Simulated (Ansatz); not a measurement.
The system is Sr2CaN2.

```
Sr Ca N
1.0
     3.80218    0.00000    0.00000
    -1.90109    3.29278    0.00000
     0.00000    0.00000    9.52559
Sr Ca N
2 1 2
Direct
  0.33333 0.66667 0.78252
  0.66667 0.33333 0.21748
  0.00000 0.00000 0.50000
  0.33333 0.66667 0.33726
  0.66667 0.33333 0.66274
```

The cell comes from a database or a generator and needn't be the stable form of this composition.

```yaml
Program: Ansatz 0.2.0
Task: single point
Functional: PBE
Potentials_or_basis: Ansatz PAW
Cutoff: "420 eV (not typed: the program's choice for these potentials)"
k_mesh: 8 × 8 × 3
Occupations: fermi-dirac, width 0.05 eV
Spin: no spin polarisation
```

On this cell: pressure -0.3 GPa; largest force 0.091 eV/Å; band gap on the k mesh none (metal or under the smearing width).

The same run follows on a disturbed copy (atoms moved at random, drawn with an rms of 0.05 Å):

```
CELL_PARAMETERS angstrom
3.80218 0.00000 0.00000
-1.90109 3.29278 0.00000
0.00000 0.00000 9.52559
ATOMIC_POSITIONS crystal
Sr 0.32453 0.65133 0.78052
Sr 0.65776 0.32916 0.21143
Ca 0.00769 0.99558 0.49166
N 0.33443 0.67699 0.33998
N 0.66555 0.34846 0.65922
```

Problem. What changes?

Solution. The energy (extrapolated to zero smearing) moves by +11.9 meV/atom; pressure -0.7 GPa; largest force 0.588 eV/Å; band gap on the k mesh none (metal or under the smearing width).

Forces in eV/Å, atoms in the order of the input:
```
Sr  -0.094  0.317 -0.255
Sr   0.066  0.144  0.378
Ca  -0.086  0.002  0.340
N   -0.003 -0.160 -0.566
N    0.117 -0.304  0.103
```

Stress tensor (GPa, compression positive):
```
-0.65 -0.13 -0.32
-0.13 -1.12  0.30
-0.32  0.30 -0.47
```
